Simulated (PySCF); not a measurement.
# How the numerical set-up moves the result for Rb³⁺ (triplet)

Which parts of the numerical set-up matter for Rb³⁺ (triplet)? Each run edits the base script.

Computed with PySCF 2.14.0. Level: each script names its method and basis.

3 further runs of the same task are left out: 1 for a known fault of the program, 2 that didn't finish.

## (1) The atom

Rb³⁺ (triplet): 1 atom, charge 3, spin multiplicity 3.

## (2) The run that the others are compared with

The input, input.py:

```python
from pyscf import gto, dft

mol = gto.M(
    atom='Rb 0 0 0',
    basis='jorge-dzp-dkh',
    charge=3,
    spin=2,
    symmetry=True,
    verbose=4,
)
mf = dft.UKS(mol, xc='m062x')
mf = mf.sfx2c1e()
mf.kernel()
mf.analyze()
print('orbital energies (hartree):', [e[max(0, n-3):n+3].round(4) for e, n in zip(mf.mo_energy, mol.nelec)])
```

Command:

```sh
OMP_NUM_THREADS=1 python input.py
```

Its log is not repeated here.

In short: E(SCF) = -2978.248055 Eh, 6 cycles, ⟨S²⟩ = 2.000.

The triplet is typed in the script; nothing here shows that it is the ground state.

## (3) Integration grid 5

Variant 1 changes integration grid: default → 5.

The input, input.py:

```python
from pyscf import gto, dft

mol = gto.M(
    atom='Rb 0 0 0',
    basis='jorge-dzp-dkh',
    charge=3,
    spin=2,
    symmetry=True,
    verbose=4,
)
mf = dft.UKS(mol, xc='m062x')
mf = mf.sfx2c1e()
mf.grids.level = 5
mf.kernel()
mf.analyze()
print('orbital energies (hartree):', [e[max(0, n-3):n+3].round(4) for e, n in zip(mf.mo_energy, mol.nelec)])
```

Command:

```sh
OMP_NUM_THREADS=1 python input.py
```

## (4) Integration grid 0

Variant 2 changes integration grid: default → 0.

Edit input.py of step 2 so:

```diff
@@ -12,2 +12,3 @@
 mf = mf.sfx2c1e()
+mf.grids.level = 0
 mf.kernel()
```

## (5) Cc-pvdz-dk

Variant 3 changes basis set: jorge-dzp-dkh → cc-pvdz-dk.

Edit input.py of step 2 so:

```diff
@@ -4,3 +4,3 @@
     atom='Rb 0 0 0',
-    basis='jorge-dzp-dkh',
+    basis='cc-pvdz-dk',
     charge=3,
```

## (6) Jorge-tzp-dkh

Variant 4 changes basis set: jorge-dzp-dkh → jorge-tzp-dkh.

Edit input.py of step 2 so:

```diff
@@ -4,3 +4,3 @@
     atom='Rb 0 0 0',
-    basis='jorge-dzp-dkh',
+    basis='jorge-tzp-dkh',
     charge=3,
```

Before running it: what results should come out? Wanted: for each run, E(SCF); from base; gap, α spin.

The runs gave:

```
                             run  E(SCF) (hartree)  from base (eV)  cycles  gap, α spin (eV)  functions
                            base      -2978.248055               0       6             30.74         36
              integration grid 5      -2978.247671         +0.0104       6             30.74         36
integration grid 0 (poor choice)      -2978.245102         +0.0803       6             30.91         36
                      cc-pvdz-dk      -2978.425927         -4.8402       5             34.06         36
                   jorge-tzp-dkh      -2978.355368         -2.9201       7             29.82         52
```

What this shows: Of the runs whose energies can be compared, “cc-pvdz-dk” moves the SCF energy most (-4.840 eV). cc-pvdz-dk (36 functions) gives an energy 4.84 eV lower than jorge-dzp-dkh (36). jorge-tzp-dkh (52 functions) gives an energy 2.92 eV lower than jorge-dzp-dkh (36). Rows marked «poor choice» come from settings spoiled on purpose.
